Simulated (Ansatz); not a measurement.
# CH7AlSi2, SMILES [AlH2][SiH]1C[SiH2]1: an atomisation energy

With Ansatz 0.2.0, Python API.

Typed at the interpreter:
```pycon
>>> from collections import Counter
>>> import ansatz as az
>>> def energy(molecule, charge=0, unpaired=0):
...     calc = (
...         molecule.calculation()
...         .basis(gaussian="aug-cc-pVDZ")
...         .functional("pbe")
...     )
...     if charge:
...         calc = calc.charge(charge)
...     if unpaired:
...         calc = calc.spin("collinear", total=unpaired)
...     return calc.run(threads=1).report["free_energy_ev"]
...
>>> GEOMETRY = """
... Al   -1.53900    1.65580    0.05810
... Si   -0.05750    0.15190    0.95330
... C     1.40400   -0.20600   -0.08800
... Si    0.32310   -1.52910   -0.54560
... H    -2.89920    2.09000    0.84530
... H    -1.31350    2.35330   -1.39340
... H    -0.08830   -0.41730    2.31020
... H     2.34630   -0.54820    0.50560
... H     1.62290    0.55340   -0.83460
... H    -0.33780   -1.32020   -1.84800
... H     0.60420   -2.84080    0.05770
... """
>>> geometry = az.Crystal.molecule()
>>> for line in GEOMETRY.strip().splitlines():
...     symbol, *xyz = line.split()
...     geometry = geometry.atom(symbol, [float(v) for v in xyz])
...
>>> # unpaired electrons of the ground-state atoms
>>> unpaired = {"Al": 1, "Si": 2, "C": 2, "H": 1}
>>> counts = Counter(site.symbol for site in geometry.cartesian_sites)
>>> atom_energy = {s: energy(az.Crystal.molecule().atom(s, (0, 0, 0)), 0, unpaired[s]) for s in counts}

>>> whole = energy(geometry, 0, 0)
>>> for s, e in atom_energy.items():
...     print(f"{s:2s} x{counts[s]}  {e:14.5f} eV")
...
Al x1     -6591.23168 eV
Si x2     -7870.08568 eV
C  x1     -1028.34873 eV
H  x7       -13.58459 eV
>>> print(f"CH7AlSi2: {whole:.5f} eV")
CH7AlSi2: -23487.59092 eV
>>> split = sum(counts[s] * e for s, e in atom_energy.items()) - whole
>>> print(f"atomisation energy (no zero-point term): {96.485332 * split:.1f} kJ/mol, {split / sum(counts.values()):.3f} eV an atom")
atomisation energy (no zero-point term): 3159.6 kJ/mol, 2.977 eV an atom
```

3159.6 kJ/mol from the electronic energies, without the zero-point term.

Reading the output:
- Total energies depend on the basis set; only differences at equal settings carry meaning.
- The geometry is a force-field or estimated start, not a minimum of this method, and the basis set is short of its limit. All parts are taken at fixed geometry, without zero-point energy.
- For Al to Cl the sets with a tight d function, cc-pV(X+d)Z, are usual.
- This functional overbinds, so such energies come out a few per cent too high (LDA far more).
- The whole script took 9.3 s on 1 thread of Arm Neoverse V1, with other jobs on the host, peak memory 0.31 GiB.

(Lines on the test bed's own set-up are left out of the output.)
